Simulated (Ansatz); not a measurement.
# C₄H₁₂N₂Sn: small, medium and large basis sets

How large a basis does C₄H₁₂N₂Sn need? Two functionals are run in growing sets.

Program: Ansatz 0.2.0, Gaussian basis. Level of theory: one geometry, several basis sets. These are calculated values, not measurements.

Plan: PBE0-D4/def2-SVP; ωB97M-V/def2-SVP; PBE0-D4/def2-QZVPP; ωB97M-V/def2-QZVPP; the functionals' def2-TZVPP values are taken from earlier runs.

## 1. The relaxed structure

All runs share one geometry, relaxed beforehand with PBE0-D4 in a triple-zeta def2 set. Sn takes the def2 core potential; no spin-orbit term is included.

SMILES `C[N](C)[Sn][N](C)C`, 19 atoms, charge 0, spin multiplicity 1.

Atoms are counted from 1 here; the program's logs count them from 0.

Bond lengths: C1–N2 1.437 Å, C1–H8 1.102 Å, C1–H9 1.090 Å, C1–H10 1.101 Å, N2–C3 1.439 Å, N2–Sn4 2.041 Å, C3–H11 1.101 Å, C3–H12 1.101 Å, C3–H13 1.095 Å, Sn4–N5 2.041 Å, N5–C6 1.439 Å, N5–C7 1.437 Å, C6–H14 1.101 Å, C6–H15 1.095 Å, C6–H16 1.101 Å, C7–H17 1.101 Å, C7–H18 1.090 Å, C7–H19 1.102 Å. Angles: N2–C1–H8 112.7°, N2–C1–H9 111.1°, N2–C1–H10 110.7°, H8–C1–H9 108.0°, H8–C1–H10 106.7°, H9–C1–H10 107.5°, C1–N2–C3 112.6°, C1–N2–Sn4 128.4°, C3–N2–Sn4 118.8°, N2–C3–H11 111.8°, N2–C3–H12 112.1°, N2–C3–H13 110.9°, H11–C3–H12 107.0°, H11–C3–H13 107.7°, H12–C3–H13 107.1°, N2–Sn4–N5 98.8°, Sn4–N5–C6 118.8°, Sn4–N5–C7 128.4° and more.

## 2. PBE0-D4 in def2-SVP

Input file in.yaml:

```yaml
crystal:
  periodic: [false, false, false]
  atoms:
    - {symbol: C, position_ang: [-0.731593, -1.226414, -1.262731]}
    - {symbol: N, position_ang: [-0.154939, -1.590112, 0.002497]}
    - {symbol: C, position_ang: [0.162680, -2.991419, 0.082017]}
    - {symbol: Sn, position_ang: [0.093577, -0.428766, 1.662777]}
    - {symbol: N, position_ang: [0.193573, 1.396032, 0.753337]}
    - {symbol: C, position_ang: [-0.072822, 2.575647, 1.533344]}
    - {symbol: C, position_ang: [0.618837, 1.704176, -0.584503]}
    - {symbol: H, position_ang: [-0.015829, -1.312637, -2.095885]}
    - {symbol: H, position_ang: [-1.103936, -0.201726, -1.243489]}
    - {symbol: H, position_ang: [-1.580960, -1.883168, -1.505623]}
    - {symbol: H, position_ang: [-0.712778, -3.621500, -0.137734]}
    - {symbol: H, position_ang: [0.952556, -3.278813, -0.629026]}
    - {symbol: H, position_ang: [0.518869, -3.254913, 1.083586]}
    - {symbol: H, position_ang: [0.791566, 3.256998, 1.551137]}
    - {symbol: H, position_ang: [-0.310547, 2.313142, 2.569686]}
    - {symbol: H, position_ang: [-0.926425, 3.149061, 1.140108]}
    - {symbol: H, position_ang: [1.455662, 2.419223, -0.571068]}
    - {symbol: H, position_ang: [0.961029, 0.808053, -1.102999]}
    - {symbol: H, position_ang: [-0.180220, 2.162635, -1.188832]}
basis:
  gaussian: {orbitals: def2-SVP}
hamiltonian: {xc: pbe0, dispersion: d4}
output: {orbitals: {seedname: orbitals}}
```

Run with:

```
$ ansatz run in.yaml --threads 2 --pin off --events-out ev --progress --plain --max-ram 32768MiB --backend cpu
```

Further steps of the session: ωB97M-V in def2-SVP; PBE0-D4 in def2-QZVPP; ωB97M-V in def2-QZVPP.

**Question.** What will the summary of the whole plan be? Wanted: PBE0-D4: double and triple zeta above quadruple; ωB97M-V: double and triple zeta above quadruple.

As calculated:

| quantity | value |
| --- | --- |
| PBE0-D4: double and triple zeta above quadruple | 8.86, 0.48 eV |
| ωB97M-V: double and triple zeta above quadruple | 9.29, 0.48 eV |

PBE0-D4 gains 8.37 eV from double to triple zeta, then 0.48 eV more. Total energies overstate the basis error of differences, where much of it tends to cancel.
